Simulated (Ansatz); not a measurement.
**Ga3Se: a closer look at a trial structure**

The task, for Ga3Se: compute bands, density of states and charges.

Program: Ansatz 0.2.0. Level of theory: DFT PBE, scalar-relativistic, plane waves, PAW. These are calculated values, not measurements.

1 further run of the same task is left out (set aside as unsound or not needed). Runs told in other sessions of the task aren't counted.

**1. The structure to begin with**

It takes space group P4mm (No. 99, tetragonal). Conventional cell: a = 4.254 Å, b = 4.254 Å, c = 6.205 Å, α = 90.00°, β = 90.00°, γ = 90.00°. Ga (site symmetry 4mm) has 1 Se at 2.59 Å and 4 Ga at 2.79 Å in its first shell of neighbours. Ga (site symmetry 2mm) is surrounded by 6 Ga at 2.79 to 3.01 Å and 2 Se at 2.79 Å. Se (site symmetry 4mm) is surrounded by 5 Ga at 2.59 to 2.79 Å.

As a file:

```xyz
4
Lattice="4.2540 0.0000 0.0000 0.0000 4.2540 0.0000 0.0000 0.0000 6.2054" Properties=species:S:1:pos:R:3 pbc="T T T"
Ga    0.0000    0.0000    0.1752
Ga    2.1270    0.0000    4.5718
Ga    0.0000    2.1270    4.5718
Se    0.0000    0.0000    2.7624
```

It is the end of an earlier relaxation with the same method, from a generated guess; it is a trial structure. At a tolerance of 0.05 Å it has space group P4mm (No. 99); it has 28.07 Å³/atom, an uncorrected energy of +0.01 eV/atom over the elements.

**2. Static run: bands, density of states and charges**

Contents of input.yaml:

```yaml
crystal:
  lattice:
    - [4.2540312508, 0.0, 0.0]
    - [0.0, 4.2540312508, 0.0]
    - [0.0, 0.0, 6.2054218999]
  atoms:
    - { symbol: Ga, position: [0.0, 0.0, 0.0282309235] }
    - { symbol: Ga, position: [0.5, 0.0, 0.7367412938] }
    - { symbol: Ga, position: [0.0, 0.5, 0.7367412938] }
    - { symbol: Se, position: [0.0, 0.0, 0.4451654389] }
basis:
  ecutwfc: 420
kpoints:
  mp_grid: { grid: [12, 12, 8] }
  band_path:
    path:
      - [[0.0, 0.0, 0.0], [0.0, 0.5, 0.0], [0.5, 0.5, 0.0], [0.0, 0.0, 0.0], [0.0, 0.0, 0.5], [0.0, 0.5, 0.5], [0.5, 0.5, 0.5], [0.0, 0.0, 0.5]]
      - [[0.0, 0.5, 0.0], [0.0, 0.5, 0.5]]
      - [[0.5, 0.5, 0.0], [0.5, 0.5, 0.5]]
    npoints: 14
hamiltonian:
  xc: pbe
scf:
  occupations: { method: gaussian, width: 0.1 }
  n_extra_bands: 10
output:
  forces: true
  stress: true
  eigenvalues: true
  populations: true
  dos: { projected: true, de: 0.02, nscf_kmesh: { grid: [15, 15, 10] } }
  bader: true
  write_density: true
  write_potential: true
  elf: true
  volumetric_format: npy
```

Launch:

```bash
$ ansatz run input.yaml --threads 1 --pin off --max-ram 2560MiB --backend cpu --events-out ev --progress --plain --runs-dir out
```

What does the calculation give? Wanted: gap; states at the Fermi level; Bader charges.

As calculated:

| quantity | value |
| --- | --- |
| gap | none (metal) |
| states at the Fermi level | 1.43 per eV per cell |
| Bader charges | Ga +0.22 to +0.28, Se -0.72 e |

It comes out metallic. Of the projected weight within 0.25 eV of the Fermi level, the largest part is Ga 4p (75 %). Bader charges reach 0.7 e, so charge transfer in this metal is moderate. Spin polarisation is off in the runs that give these values; a magnetic solution could lie lower.
